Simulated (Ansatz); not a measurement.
TiH, space group P6_3/mmc, a single point from a YAML input

Program: Ansatz 0.2.0 through its Python package.

Input file `tih.yaml`:
```yaml
crystal:
  lattice:
    - [2.877582, 0.0, 0.0]
    - [-1.438791, 2.492059, 0.0]
    - [0.0, 0.0, 5.263294]
  atoms:
    - { symbol: Ti, position: [0.0, 0.0, 0.0] }
    - { symbol: Ti, position: [0.0, 0.0, 0.5] }
    - { symbol: H, position: [0.666667, 0.333333, 0.75] }
    - { symbol: H, position: [0.333333, 0.666667, 0.25] }
kpoints:
  mp_grid: { grid: [9, 9, 5] }
hamiltonian:
  xc: lda
scf:
  occupations: { method: fermi_dirac, width: 0.15 }
output:
  stress: true
  eigenvalues: true
```

`yaml_run.py`:
```python
import ansatz as az
import numpy as np
import yaml


def main() -> None:
    with open("tih.yaml") as handle:
        tree = yaml.safe_load(handle)
    print("sections:", list(tree))
    planned = az.Session.from_dict(tree).plan(threads=1, pin="off")
    out = planned.execute()
    summary = out.report

    print("%-22s %14.5f eV" % ("F = E - TS", summary["free_energy_ev"]))
    print("%-22s %14.5f eV" % ("E", summary["internal_energy_ev"]))
    print("%-22s %14.5f eV" % ("Harris-Foulkes", summary["harris_foulkes_ev"]))
    print("%-22s %14.5f eV" % ("Fermi level", summary["fermi_energy_ev"]))

    sigma = summary["stress_gpa"]
    voigt = [sigma[0][0], sigma[1][1], sigma[2][2], sigma[1][2], sigma[0][2], sigma[0][1]]
    print("stress xx yy zz yz xz xy (GPa, compression positive):", " ".join(f"{s:.3f}" for s in voigt))
    print("P =", round(10 * float(np.mean(voigt[:3])), 2), "kbar")

    print("band  energy (eV)  occupation, at k =", summary["kpoints_frac"][0])
    for band, (e, occ) in enumerate(zip(summary["eigenvalues_ev"][0], summary["occupations"][0]), start=1):
        print(f"{band:4d} {e:12.4f} {occ:9.4f}")

    terms = summary["components"]
    print({name: round(terms[name], 3) for name in ("e_kinetic", "e_hartree", "e_xc", "e_local", "e_nonlocal")})

    print("doubts on the final state:", summary["published_state_doubts"] or "none")
    print("warnings:", sorted({n["data"]["kind"] for n in out.notices if n["data"].get("severity") in ("warning", "doubt")}) or "none")


if __name__ == "__main__":
    main()
```

```console
$ python yaml_run.py
sections: ['crystal', 'kpoints', 'hamiltonian', 'scf', 'output']
DeckWarning: the atoms were moved onto the symmetric positions of the space group found under crystal.symmetry.tolerance 1.0e-5 (fractional; no operation is sought that the atoms, as they stand in a [...]
DeckWarning: basis.ecutwfc = 420 eV, auto-derived from the records' recommended cutoffs: set by Ti (normal level)
F = E - TS                -4932.88329 eV
E                         -4932.68043 eV
Harris-Foulkes            -4932.88329 eV
Fermi level                  13.09629 eV
stress xx yy zz yz xz xy (GPa, compression positive): -8.663 -8.663 -8.667 0.000 -0.000 -0.000
P = -86.64 kbar
band  energy (eV)  occupation, at k = [0.0, 0.0, 0.0]
   1     -43.1640    2.0000
   2     -43.0257    2.0000
   3     -20.2051    2.0000
   4     -19.4171    2.0000
   5     -19.4171    2.0000
   6     -19.3292    2.0000
   7     -19.3292    2.0000
   8     -19.2580    2.0000
   9       3.6678    2.0000
  10       7.4057    2.0000
  11      10.3040    2.0000
  12      11.4236    2.0000
  13      13.4611    0.1615
  14      13.4611    0.1615
  15      14.1671    0.0016
  16      14.1671    0.0016
  17      14.4250    0.0003
{'e_kinetic': 576.224, 'e_hartree': 691.936, 'e_xc': -212.452, 'e_local': -1683.735, 'e_nonlocal': 29.336}
doubts on the final state: none
warnings: none
```
(Warnings from the package without file and line, shortened, repeats left out.)

Absolute energies stand on the zero of these potentials, so only differences at equal settings mean something. A total without «per atom» is that of the cell as typed. No spin polarisation was allowed. The energy terms are those on the plane-wave grid, with the one-centre PAW part apart; the terms shown are only some of the summands, so they needn't add up to F. The computed bands are complete only to about 1.2 eV above the Fermi level. The mesh is modest for a metal, so energies can be off by several to tens of meV an atom and pressures by half a GPa or more; differences at equal mesh fare better. An absolute Fermi energy rests on an arbitrary zero of the periodic potential and has no direct meaning. A Fermi-Dirac width this large means warm electrons, whose thermal share enters the free energy. At these settings the cell as given stands under about -9 GPa, so it isn't at this functional's equilibrium volume. The structure comes from a database of computed cells and needn't be a stable or known phase. Gaps and levels are Kohn-Sham values on a finite set of k-points. It ran for 1.3 s on 1 thread of Arm Neoverse V2, with other jobs on the host, peak memory 0.36 GiB.

(Lines on the test bed's own set-up are left out of the output.)
